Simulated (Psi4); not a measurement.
**wB97X/def2-SVPD run of C2H2ClSi− (SMILES C#C[SiH-]Cl)**

What is the energy change on altering one bond length of C2H2ClSi− at wB97X/def2-SVPD? 

The results are computed with Psi4 1.11.

2 further runs of the same task are left out: 2 set aside as unsound or not needed.

### 1 Starting point

The species is C2H2ClSi− (6 atoms), meant as a singlet with charge -1. SMILES: `C#C[SiH-]Cl`. The shape is that of a GFN2-xTB optimisation.

Bond lengths: C1–C2 1.207 Å, C2–Si3 1.864 Å, Si3–Cl4 2.314 Å, C1–H5 1.058 Å, Si3–H6 1.496 Å. Angles: C1–C2–Si3 165.5°, C2–Si3–Cl4 98.2°, C2–C1–H5 176.1°, C2–Si3–H6 98.2°, Cl4–Si3–H6 94.0°.

### 2 Energy and gradient at wB97X/def2-SVPD

File run_ase.py:

```python
import numpy as np
from ase.calculators.psi4 import Psi4
from ase import Atoms

mol = Atoms(['C', 'C', 'Si', 'Cl', 'H', 'H'], positions=[
    [0.758700, 0.541450, -1.456510],
    [0.250300, 0.345680, -0.379210],
    [-0.094570, 0.107390, 1.437140],
    [-0.513450, -2.167770, 1.399230],
    [1.141620, 0.692060, -2.430770],
    [-1.542600, 0.481190, 1.430120],
])
calc = Psi4(atoms=mol, method='wb97x', basis='def2-SVPD', memory='1600MB', num_threads=1, charge=-1, multiplicity=1, label='psi4-calc', reference='rks')
calc.psi4.set_options({'puream': True, 'e_convergence': 1e-09, 'd_convergence': 1e-08, 'scf_type': 'pk', 'dft_radial_points': 99, 'dft_spherical_points': 590})
mol.calc = calc

forces = mol.get_forces()
print(f'energy: {mol.get_potential_energy():.6f} eV')
print('forces / eV A^-1')
print(np.round(forces, 5))
```

Started as:

```console
python run_ase.py
```

psi4-calc.dat:

```text
[...]
  Running in c1 symmetry.
[...]
  Nuclear repulsion =  157.032059041988504
[...]
  Multiplicity = 1
[...]
  Nalpha       = 23
  Nbeta        = 23
[...]
    Number of basis functions: 107
[...]
   @RKS iter   1:  -826.64544958858608   -9.31176e-01   4.50474e-03 ADIIS/DIIS
[...]
   @RKS iter  13:  -826.80087695098518   -1.97815e-11   8.52389e-09 DIIS
[...]
    Orbital Energies [Eh]
    ---------------------
    Doubly Occupied:
       1A   -101.262804     2A    -65.933741     3A    -10.107820
       4A    -10.101138     5A     -9.332038     6A     -7.097206
       7A     -7.092330     8A     -7.091946     9A     -5.195990
      10A     -3.558789    11A     -3.555021    12A     -3.550823
      13A     -0.723349    14A     -0.703711    15A     -0.513973
      16A     -0.450455    17A     -0.303749    18A     -0.276039
      19A     -0.251176    20A     -0.228090    21A     -0.217933
      22A     -0.213148    23A     -0.106491
[...]
  @RKS Final Energy:  -826.80087695098518
   => Energetics <=
    Nuclear Repulsion Energy =            157.0320590419885036
    One-Electron Energy =               -1461.1620436756049912
    Two-Electron Energy =                 522.7201713772930134
    DFT Exchange-Correlation Energy =     -45.3910636946617814
    Empirical Dispersion Energy =           0.0000000000000000
    VV10 Nonlocal Energy =                  0.0000000000000000
    Total Energy =                       -826.8008769509851845
[...]
 Multipole Moments:
 ------------------------------------------------------------------------------------
     Multipole            Electronic (a.u.)      Nuclear  (a.u.)        Total (a.u.)
 ------------------------------------------------------------------------------------
 L = 1.  Multiply by 2.5417464519 to convert [e a0] to [Debye]
 Dipole X            :         -0.1061752            0.1901972            0.0840220
 Dipole Y            :         -3.7239534            3.7592397            0.0352863
 Dipole Z            :          2.0435846           -2.9167685           -0.8731839
 Magnitude           :                                                    0.8779265
[...]
  -Total Gradient:
     Atom            X                  Y                   Z
    ------   -----------------  -----------------  -----------------
       1       -0.003902051460    -0.003075705649     0.017650051321
       2        0.007280630322     0.004391774285    -0.017459993346
       3       -0.007659510850     0.010437810658    -0.015883312484
       4       -0.000757347074    -0.007043869151     0.000710963617
       5       -0.005481881396    -0.002283330489     0.012007414301
       6        0.010525893376    -0.002399613145     0.002999727192
[...]
```

On the terminal:

```text
Memory set to   1.490 GiB by Python driver.
  Threads set to 1 by Python driver.

  Memory set to   1.490 GiB by Python driver.
  Threads set to 1 by Python driver.
energy: -22498.397828 eV
forces / eV A^-1
[[ 0.20065  0.15816 -0.9076 ]
 [-0.37439 -0.22583  0.89783]
 [ 0.39387 -0.53673  0.81675]
 [ 0.03894  0.36221 -0.03656]
 [ 0.28189  0.11741 -0.61745]
 [-0.54126  0.12339 -0.15425]]
```

Wall time 24 s (1 thread of Intel Xeon Gold 6455B (Sapphire Rapids), shared host); peak memory 0.74 GiB.

### 3 The distorted shape at the same level

File run.py:

```python
import psi4

psi4.set_memory('1600 MB')
psi4.set_num_threads(1)
psi4.core.set_output_file('c2h2clsi.out', False)

geom = psi4.geometry("""
-1 1
C      0.834960     0.570816    -1.618106
C      0.250300     0.345680    -0.379210
Si    -0.094570     0.107390     1.437140
Cl    -0.513450    -2.167770     1.399230
H      1.217880     0.721426    -2.592366
H     -1.542600     0.481190     1.430120
symmetry c1
no_reorient
no_com
""")

psi4.set_options({
    'puream': True,
    'e_convergence': 1e-09,
    'd_convergence': 1e-08,
    'scf_type': 'pk',
    'dft_radial_points': 99,
    'dft_spherical_points': 590,
})

e, wfn = psi4.gradient('wb97x/def2-SVPD', return_wfn=True)
psi4.oeprop(wfn, 'LOWDIN_CHARGES', 'MAYER_INDICES', 'MULLIKEN_CHARGES', title='WB97X')
print('gradient / Eh bohr^-1')
print(e.np.round(6))
print(f'energy = {wfn.energy():.10f} Eh')
```

Started as:

```console
python run.py
```

c2h2clsi.out:

```text
[...]
  Running in c1 symmetry.
[...]
  Nuclear repulsion =  153.413863601776882
[...]
  Multiplicity = 1
[...]
  Nalpha       = 23
  Nbeta        = 23
[...]
    Number of basis functions: 107
[...]
   @RKS iter   1:  -826.63779484693453   -1.13531e+00   3.82477e-03 DIIS/ADIIS
[...]
   @RKS iter  14:  -826.76288617510806   -7.84439e-12   6.41007e-09 DIIS
[...]
  @RKS Final Energy:  -826.76288617510806
   => Energetics <=
    Nuclear Repulsion Energy =            153.4138636017768818
    One-Electron Energy =               -1453.7037610789907376
    Two-Electron Energy =                 518.8022973170104706
    DFT Exchange-Correlation Energy =     -45.2752860149046867
    Empirical Dispersion Energy =           0.0000000000000000
    VV10 Nonlocal Energy =                  0.0000000000000000
    Total Energy =                       -826.7628861751080649
[...]
 Multipole Moments:
 ------------------------------------------------------------------------------------
     Multipole            Electronic (a.u.)      Nuclear  (a.u.)        Total (a.u.)
 ------------------------------------------------------------------------------------
 L = 1.  Multiply by 2.5417464519 to convert [e a0] to [Debye]
 Dipole X            :          7.4832511           -7.3052844            0.1779668
 Dipole Y            :         55.3953567          -54.1350561            1.2603006
 Dipole Z            :        -60.1045441           58.1293513           -1.9751927
 Magnitude           :                                                    2.3497693
[...]
  -Total Gradient:
     Atom            X                  Y                   Z
    ------   -----------------  -----------------  -----------------
       1        0.093618028931     0.035872536958    -0.202169593129
       2       -0.088534094397    -0.034408767431     0.197126042432
       3       -0.008870799918     0.011834763269    -0.013488280602
       4       -0.001054015243    -0.008304060563     0.000225742277
       5       -0.004834023321    -0.002456484296     0.014741707144
       6        0.009696625023    -0.002501739671     0.003513233412
[...]
  Mulliken Charges: (a.u.)
   Center  Symbol    Alpha    Beta     Spin     Total
       1     C     2.94701  2.94701  0.00000  0.10597
       2     C     2.93088  2.93088  0.00000  0.13824
       3    SI     7.08035  7.08035  0.00000 -0.16070
       4    CL     8.82784  8.82784  0.00000 -0.65568
       5     H     0.71169  0.71169  0.00000 -0.42338
       6     H     0.50223  0.50223  0.00000 -0.00445
   Total alpha = 23.00000, Total beta = 23.00000, Total charge = -1.00000
  Lowdin Charges: (a.u.)
   Center  Symbol    Alpha    Beta     Spin     Total
[...]
```

The script printed:

```text
Memory set to   1.490 GiB by Python driver.
  Threads set to 1 by Python driver.
gradient / Eh bohr^-1
[[ 0.093618  0.035873 -0.20217 ]
 [-0.088534 -0.034409  0.197126]
 [-0.008871  0.011835 -0.013488]
 [-0.001054 -0.008304  0.000226]
 [-0.004834 -0.002456  0.014742]
 [ 0.009697 -0.002502  0.003513]]
energy = -826.7628861751 Eh
```

It took 25 s on 1 thread of Intel Xeon Gold 6455B (Sapphire Rapids), shared host; peak memory 0.72 GiB.

### 4 Results

At wB97X/def2-SVPD:

| quantity | value |
| --- | --- |
| first shape: total energy | -826.80088 Eh |
| first shape: HOMO energy | -2.90 eV |
| first shape: LUMO energy | 5.69 eV |
| first shape: HOMO–LUMO gap (to an unbound level, set by the basis) | 8.59 eV |
| first shape: largest force on an atom | 1.054 eV/Å |
| distorted shape: total energy | -826.76289 Eh |
| distorted shape: HOMO energy | -3.00 eV |
| distorted shape: LUMO energy | 5.19 eV |
| distorted shape: HOMO–LUMO gap (to an unbound level, set by the basis) | 8.19 eV |
| distorted shape: largest force on an atom | 11.604 eV/Å |
| energy change with the C1–C2 bond stretched from 1.207 to 1.388 Å | 1.034 eV |

**Reading.** With the C1–C2 bond stretched from 1.207 to 1.388 Å the energy rises by 1.03 eV (24 kcal/mol). The first shape isn't relaxed at this level, so the change isn't measured from a minimum. The largest force (first shape) is 1.05 eV/Å: the shape isn't a stationary point for this species at this level.
